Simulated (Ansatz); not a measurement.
# ClH₂O₂Si radical: a ladder of functionals and wavefunction methods

The task here is to estimate one member of a computed series from the others.

Method: functionals in def2-TZVPP, the program's frozen cores in correlated methods; program: Ansatz 0.2.0, Gaussian basis.

The runs, in order: PBE-D4, r2SCAN-D4, PBE0-D4, B3LYP-D4, ωB97X-V, ωB97M-V, B2PLYP; CCSD(T)/def2-TZVPP; CCSD(T)/def2-QZVPP; extrapolation to the limit.

## Structure used throughout

The geometry comes from an earlier relaxation with PBE0-D4 in a triple-zeta def2 set; it is a stationary point.

SMILES `O[Si](O)Cl`, 6 atoms, charge 0, spin multiplicity 2.

Atoms are counted from 1 here; the program's logs count them from 0.

Bond lengths: O1–Si2 1.642 Å, O1–H5 0.959 Å, Si2–O3 1.630 Å, Si2–Cl4 2.069 Å, O3–H6 0.961 Å. Angles: Si2–O1–H5 117.8°, O1–Si2–O3 106.1°, O1–Si2–Cl4 110.2°, O3–Si2–Cl4 110.6°, Si2–O3–H6 116.4°.

Set-up of the first run:

in.yaml

```yaml
crystal:
  periodic: [false, false, false]
  atoms:
    - {symbol: O, position_ang: [-0.256251, 0.863240, 0.878834]}
    - {symbol: Si, position_ang: [-0.529453, -0.248001, -0.298179]}
    - {symbol: O, position_ang: [0.452592, -1.506644, 0.031062]}
    - {symbol: Cl, position_ang: [-0.088154, 0.553496, -2.154160]}
    - {symbol: H, position_ang: [-0.616469, 1.743853, 0.755317]}
    - {symbol: H, position_ang: [1.037734, -1.405935, 0.787126]}
basis:
  gaussian: {orbitals: def2-TZVPP}
magnetization: {spin_polarized: true, initial_magnetization: 1}
hamiltonian: {xc: pbe, dispersion: d4}
output: {forces: true, orbitals: {seedname: orbitals}}
```

Command:

```
$ ansatz run in.yaml --threads 2 --pin off --events-out ev --progress --plain --max-ram 32768MiB --backend cpu
```

Steps of the session up to this table: PBE-D4 (GGA); r2SCAN-D4 (meta-GGA); PBE0-D4 (hybrid); B3LYP-D4 (hybrid); ωB97X-V (range-separated); ωB97M-V (range-separated); B2PLYP (double hybrid); CCSD(T) in def2-TZVPP; CCSD(T) in def2-QZVPP.

One table of the session follows, with a row left open; its other results are not shown here.

| method | atomisation energy (kJ/mol) |
| --- | --- |
| PBE-D4 | 2246.5 |
| r2SCAN-D4 | 2223.7 |
| PBE0-D4 | 2181.1 |
| B3LYP-D4 | 2179.7 |
| ωB97X-V | ? |
| ωB97M-V | 2205.0 |
| B2PLYP | 2168.6 |
| HF/def2-TZVPP | 1527.4 |
| MP2/def2-TZVPP | 2220.5 |
| CCSD/def2-TZVPP | 2085.3 |
| CCSD(T)/def2-TZVPP | 2127.5 |
| MP2/CBS | 2304.8 |
| CCSD(T)/CBS | 2216.1 |

Estimate the missing values for ωB97X-V.

The run gave: atomisation energy (kJ/mol): 2201.2. In the column «atomisation energy (kJ/mol)» it lies between PBE0-D4 (2181.1) and ωB97M-V (2205.0).
